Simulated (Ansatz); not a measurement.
# H6S2Si2: the cost of one run

All numbers below are computed with Ansatz 0.2.0 (RKS PBE-D4/def2-SVP).

## (1) The structure to begin with

Bond lengths: Si1–S2 2.096 Å, S2–S3 2.051 Å, S3–Si4 2.146 Å, Si1–H5 1.480 Å, Si1–H6 1.470 Å, Si1–H7 1.533 Å, Si4–H8 1.517 Å, Si4–H9 1.498 Å, Si4–H10 1.409 Å. Angles: Si1–S2–S3 98.9°, S2–Si1–H5 112.4°, S2–Si1–H6 112.4°, S2–Si1–H7 108.6°, H5–Si1–H6 109.2°, H5–Si1–H7 106.9°, H6–Si1–H7 107.0°, S2–S3–Si4 100.8°, S3–Si4–H8 106.2°, S3–Si4–H9 106.8°, S3–Si4–H10 112.7°, H8–Si4–H9 107.6°, H8–Si4–H10 109.9°, H9–Si4–H10 113.3°.

Structure file:

```xyz
10

Si   -1.0907    1.6756    0.2629
S     0.9727    1.3486    0.4365
S     0.9287   -0.4950    1.3342
Si    1.0693   -1.7793   -0.3796
H    -1.7600    1.7636    1.5803
H    -1.7549    0.6460   -0.5495
H    -1.3159    3.0172   -0.4428
H    -0.1485   -1.4809   -1.2333
H     0.9388   -3.1847    0.1218
H     2.2435   -1.5622   -1.1276
```

## (2) Relaxing end A

The input, input.yaml:

```yaml
crystal:
  periodic: [false, false, false]
  atoms:
    - { symbol: Si, position_ang: [-1.0907, 1.6756, 0.2629] }
    - { symbol: S, position_ang: [0.9727, 1.3486, 0.4365] }
    - { symbol: S, position_ang: [0.9287, -0.495, 1.3342] }
    - { symbol: Si, position_ang: [1.0693, -1.7793, -0.3796] }
    - { symbol: H, position_ang: [-1.76, 1.7636, 1.5803] }
    - { symbol: H, position_ang: [-1.7549, 0.646, -0.5495] }
    - { symbol: H, position_ang: [-1.3159, 3.0172, -0.4428] }
    - { symbol: H, position_ang: [-0.1485, -1.4809, -1.2333] }
    - { symbol: H, position_ang: [0.9388, -3.1847, 0.1218] }
    - { symbol: H, position_ang: [2.2435, -1.5622, -1.1276] }
basis:
  gaussian: { orbitals: def2-SVP }
hamiltonian:
  xc: pbe
  dispersion: d4
relax:
  f_tol: 0.02
  max_steps: 50
```

Started as:

```bash
$ ansatz run input.yaml --threads 2 --pin off --max-ram 3072MiB --backend cpu --events-out ev --progress --plain --runs-dir out
```

What time and memory should one allow on 2 threads of Intel Xeon 6975P-C (Granite Rapids), shared host?

About 5.1 s, with a peak of 0.15 GiB.
